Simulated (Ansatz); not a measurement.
# C2H4F3InO: basis-set convergence

One table from this session's results is given with a row withheld; the runs are named, their logs left out.

Method: one geometry, several basis sets; program: Ansatz 0.2.0, Gaussian basis.

The runs, in order: PBE0-D4/def2-SVP; ωB97M-V/def2-SVP; PBE0-D4/def2-QZVPP; ωB97M-V/def2-QZVPP; the functionals' def2-TZVPP values are taken from earlier runs.

## Structure used throughout

All runs share one geometry, relaxed beforehand with PBE0-D4 in a triple-zeta def2 set. In takes the def2 core potential; no spin-orbit term is included.

SMILES `FC(F)(F)C[O][InH2]`, 11 atoms, charge 0, spin multiplicity 1.

Atoms are counted from 1 here; the program's logs count them from 0.

Bond lengths: F1–C2 1.332 Å, C2–F3 1.335 Å, C2–F4 1.360 Å, C2–C5 1.517 Å, C5–O6 1.377 Å, C5–H8 1.098 Å, C5–H9 1.102 Å, O6–In7 2.018 Å, In7–H10 1.700 Å, In7–H11 1.708 Å. Angles: F1–C2–F3 107.9°, F1–C2–F4 106.4°, F1–C2–C5 113.0°, F3–C2–F4 106.9°, F3–C2–C5 111.8°, F4–C2–C5 110.4°, C2–C5–O6 111.2°, C2–C5–H8 106.6°, C2–C5–H9 105.9°, O6–C5–H8 110.9°, O6–C5–H9 114.4°, H8–C5–H9 107.5°, C5–O6–In7 120.1°, O6–In7–H10 110.1°, O6–In7–H11 111.7°, H10–In7–H11 138.0°.

Coordinates:

```xyz
11

F     0.2491   -0.6663    2.1552
C    -0.3867   -0.8647    1.0019
F    -1.3855   -1.7223    1.2251
F     0.4966   -1.4905    0.1790
C    -0.8806    0.4218    0.3685
O     0.1692    1.2410    0.0191
In    1.3633    0.7488   -1.5320
H    -1.5259    0.9089    1.1112
H    -1.5200    0.1161   -0.4757
H     2.9021    1.4415   -1.3277
H     0.5183   -0.1343   -2.7246
```

Set-up of the first run:

Input file in.yaml:

```yaml
crystal:
  periodic: [false, false, false]
  atoms:
    - {symbol: F, position_ang: [0.249067, -0.666329, 2.155169]}
    - {symbol: C, position_ang: [-0.386677, -0.864663, 1.001854]}
    - {symbol: F, position_ang: [-1.385531, -1.722317, 1.225130]}
    - {symbol: F, position_ang: [0.496644, -1.490536, 0.178973]}
    - {symbol: C, position_ang: [-0.880594, 0.421841, 0.368531]}
    - {symbol: O, position_ang: [0.169246, 1.241036, 0.019071]}
    - {symbol: In, position_ang: [1.363274, 0.748772, -1.531984]}
    - {symbol: H, position_ang: [-1.525877, 0.908942, 1.111245]}
    - {symbol: H, position_ang: [-1.519951, 0.116056, -0.475699]}
    - {symbol: H, position_ang: [2.902078, 1.441487, -1.327730]}
    - {symbol: H, position_ang: [0.518312, -0.134269, -2.724571]}
basis:
  gaussian: {orbitals: def2-SVP}
hamiltonian: {xc: pbe0, dispersion: d4}
output: {orbitals: {seedname: orbitals}}
```

The run is started by

```console
$ ansatz run in.yaml --threads 4 --pin off --events-out ev --progress --plain --max-ram 11315MiB
```

Among the steps run: PBE0-D4 in def2-SVP; ωB97M-V in def2-SVP; PBE0-D4 in def2-QZVPP; ωB97M-V in def2-QZVPP.

One table of the session follows, with a row left open; its other results are not shown here.

It belongs to the step «Density functionals: the series». 

| functional | basis | HOMO (eV) | LUMO (eV) |
| --- | --- | --- | --- |
| PBE0-D4 | def2-SVP | -7.73 | -1.50 |
| PBE0-D4 | def2-TZVPP | -7.89 | -1.61 |
| PBE0-D4 | def2-QZVPP | -7.93 | -1.63 |
| ωB97M-V | def2-SVP | -10.09 | 0.09 |
| ωB97M-V | def2-TZVPP | ? | ? |
| ωB97M-V | def2-QZVPP | -10.32 | -0.21 |

Q: Estimate the row for ωB97M-V, def2-TZVPP from the others.

As computed: HOMO (eV): -10.28; LUMO (eV): -0.15. In the column «HOMO (eV)» it lies between ωB97M-V, def2-QZVPP (-10.32) and ωB97M-V, def2-SVP (-10.09).
